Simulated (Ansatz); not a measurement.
# YB26As27: the cost of one run

Computed with Ansatz 0.2.0 (DFT, PBE, plane-wave PAW, default files, scalar-relativistic, as far as a step names no other, unless a step's input says otherwise).

### Step 1. The system as given

The structure is cubic, space group F-43m (No. 216). Conventional cell: a = 14.331 Å, b = 14.331 Å, c = 14.331 Å, α = 90.00°, β = 90.00°, γ = 90.00°. Y (site symmetry -43m) has 4 As at 2.07 Å as nearest neighbours. B (site symmetry m) is surrounded by 4 As at 2.07 Å. B (site symmetry 3m) is surrounded by 4 As at 2.07 Å. Around B (site symmetry 2mm) lie 4 As at 2.07 Å. Around As (site symmetry 3m) lie 1 Y at 2.07 Å and 3 B at 2.07 Å. As (site symmetry 2mm) is surrounded by 4 B at 2.07 Å. As (site symmetry m) has 4 B at 2.07 Å as nearest neighbours. Only part of the 10 independent sites is listed.

As a file:

```
CELL_PARAMETERS angstrom
0.00000 7.16550 7.16550
7.16550 0.00000 7.16550
7.16550 7.16550 0.00000
ATOMIC_POSITIONS crystal
Y 0.00000 0.00000 0.00000
B 0.00000 0.00000 0.33333
B 0.00000 0.00000 0.66667
B 0.00000 0.33333 0.00000
B 0.00000 0.33333 0.33333
B 0.00000 0.33333 0.66667
B 0.00000 0.66667 0.00000
B 0.00000 0.66667 0.33333
B 0.00000 0.66667 0.66667
B 0.33333 0.00000 0.00000
B 0.33333 0.00000 0.33333
B 0.33333 0.00000 0.66667
B 0.33333 0.33333 0.00000
B 0.33333 0.33333 0.33333
B 0.33333 0.33333 0.66667
B 0.33333 0.66667 0.00000
B 0.33333 0.66667 0.33333
B 0.33333 0.66667 0.66667
B 0.66667 0.00000 0.00000
B 0.66667 0.00000 0.33333
B 0.66667 0.00000 0.66667
B 0.66667 0.33333 0.00000
B 0.66667 0.33333 0.33333
B 0.66667 0.33333 0.66667
B 0.66667 0.66667 0.00000
B 0.66667 0.66667 0.33333
B 0.66667 0.66667 0.66667
As 0.08333 0.08333 0.08333
As 0.08333 0.08333 0.41667
As 0.08333 0.08333 0.75000
As 0.08333 0.41667 0.08333
As 0.08333 0.41667 0.41667
As 0.08333 0.41667 0.75000
As 0.08333 0.75000 0.08333
As 0.08333 0.75000 0.41667
As 0.08333 0.75000 0.75000
As 0.41667 0.08333 0.08333
As 0.41667 0.08333 0.41667
As 0.41667 0.08333 0.75000
As 0.41667 0.41667 0.08333
As 0.41667 0.41667 0.41667
As 0.41667 0.41667 0.75000
As 0.41667 0.75000 0.08333
As 0.41667 0.75000 0.41667
As 0.41667 0.75000 0.75000
As 0.75000 0.08333 0.08333
As 0.75000 0.08333 0.41667
As 0.75000 0.08333 0.75000
As 0.75000 0.41667 0.08333
As 0.75000 0.41667 0.41667
As 0.75000 0.41667 0.75000
As 0.75000 0.75000 0.08333
As 0.75000 0.75000 0.41667
As 0.75000 0.75000 0.75000
```

Atom 1 of the input is the impurity.

### Step 2. Gradients at the starting positions

Input file input.yaml:

```yaml
crystal:
  lattice:
    - [0.0, 7.1655, 7.1655]
    - [7.1655, 0.0, 7.1655]
    - [7.1655, 7.1655, 0.0]
  atoms:
    - { symbol: "Y", position: [0.0, 0.0, 0.0] }
    - { symbol: B, position: [0.0, 0.0, 0.3333333333] }
    - { symbol: B, position: [0.0, 0.0, 0.6666666667] }
    - { symbol: B, position: [0.0, 0.3333333333, 0.0] }
    - { symbol: B, position: [0.0, 0.3333333333, 0.3333333333] }
    - { symbol: B, position: [0.0, 0.3333333333, 0.6666666667] }
    - { symbol: B, position: [0.0, 0.6666666667, 0.0] }
    - { symbol: B, position: [0.0, 0.6666666667, 0.3333333333] }
    - { symbol: B, position: [0.0, 0.6666666667, 0.6666666667] }
    - { symbol: B, position: [0.3333333333, 0.0, 0.0] }
    - { symbol: B, position: [0.3333333333, 0.0, 0.3333333333] }
    - { symbol: B, position: [0.3333333333, 0.0, 0.6666666667] }
    - { symbol: B, position: [0.3333333333, 0.3333333333, 0.0] }
    - { symbol: B, position: [0.3333333333, 0.3333333333, 0.3333333333] }
    - { symbol: B, position: [0.3333333333, 0.3333333333, 0.6666666667] }
    - { symbol: B, position: [0.3333333333, 0.6666666667, 0.0] }
    - { symbol: B, position: [0.3333333333, 0.6666666667, 0.3333333333] }
    - { symbol: B, position: [0.3333333333, 0.6666666667, 0.6666666667] }
    - { symbol: B, position: [0.6666666667, 0.0, 0.0] }
    - { symbol: B, position: [0.6666666667, 0.0, 0.3333333333] }
    - { symbol: B, position: [0.6666666667, 0.0, 0.6666666667] }
    - { symbol: B, position: [0.6666666667, 0.3333333333, 0.0] }
    - { symbol: B, position: [0.6666666667, 0.3333333333, 0.3333333333] }
    - { symbol: B, position: [0.6666666667, 0.3333333333, 0.6666666667] }
    - { symbol: B, position: [0.6666666667, 0.6666666667, 0.0] }
    - { symbol: B, position: [0.6666666667, 0.6666666667, 0.3333333333] }
    - { symbol: B, position: [0.6666666667, 0.6666666667, 0.6666666667] }
    - { symbol: As, position: [0.0833333333, 0.0833333333, 0.0833333333] }
    - { symbol: As, position: [0.0833333333, 0.0833333333, 0.4166666667] }
    - { symbol: As, position: [0.0833333333, 0.0833333333, 0.75] }
    - { symbol: As, position: [0.0833333333, 0.4166666667, 0.0833333333] }
    - { symbol: As, position: [0.0833333333, 0.4166666667, 0.4166666667] }
    - { symbol: As, position: [0.0833333333, 0.4166666667, 0.75] }
    - { symbol: As, position: [0.0833333333, 0.75, 0.0833333333] }
    - { symbol: As, position: [0.0833333333, 0.75, 0.4166666667] }
    - { symbol: As, position: [0.0833333333, 0.75, 0.75] }
    - { symbol: As, position: [0.4166666667, 0.0833333333, 0.0833333333] }
    - { symbol: As, position: [0.4166666667, 0.0833333333, 0.4166666667] }
    - { symbol: As, position: [0.4166666667, 0.0833333333, 0.75] }
    - { symbol: As, position: [0.4166666667, 0.4166666667, 0.0833333333] }
    - { symbol: As, position: [0.4166666667, 0.4166666667, 0.4166666667] }
    - { symbol: As, position: [0.4166666667, 0.4166666667, 0.75] }
    - { symbol: As, position: [0.4166666667, 0.75, 0.0833333333] }
    - { symbol: As, position: [0.4166666667, 0.75, 0.4166666667] }
    - { symbol: As, position: [0.4166666667, 0.75, 0.75] }
    - { symbol: As, position: [0.75, 0.0833333333, 0.0833333333] }
    - { symbol: As, position: [0.75, 0.0833333333, 0.4166666667] }
    - { symbol: As, position: [0.75, 0.0833333333, 0.75] }
    - { symbol: As, position: [0.75, 0.4166666667, 0.0833333333] }
    - { symbol: As, position: [0.75, 0.4166666667, 0.4166666667] }
    - { symbol: As, position: [0.75, 0.4166666667, 0.75] }
    - { symbol: As, position: [0.75, 0.75, 0.0833333333] }
    - { symbol: As, position: [0.75, 0.75, 0.4166666667] }
    - { symbol: As, position: [0.75, 0.75, 0.75] }
kpoints:
  mp_grid: { grid: [2, 2, 2] }
scf:
  occupations: { method: fermi_dirac, width: 0.01 }
hamiltonian:
  xc: pbe
  pseudopotentials: { kind: paw }
output:
  forces: true
  stress: true
  populations: true
  efg:
    quadrupole_moments_barn: { B: 0.04059, As: 0.311 }
    contact_densities: true
```

Started as:

```
$ ansatz run input.yaml --threads 4 --pin off --max-ram 8192MiB --backend cpu --events-out ev --progress --plain --runs-dir out
```

**Question.** How long does this run take on 4 threads of Arm Neoverse V1, shared host, and how much memory does it need?

About 33 s, with a peak of 3.2 GiB.
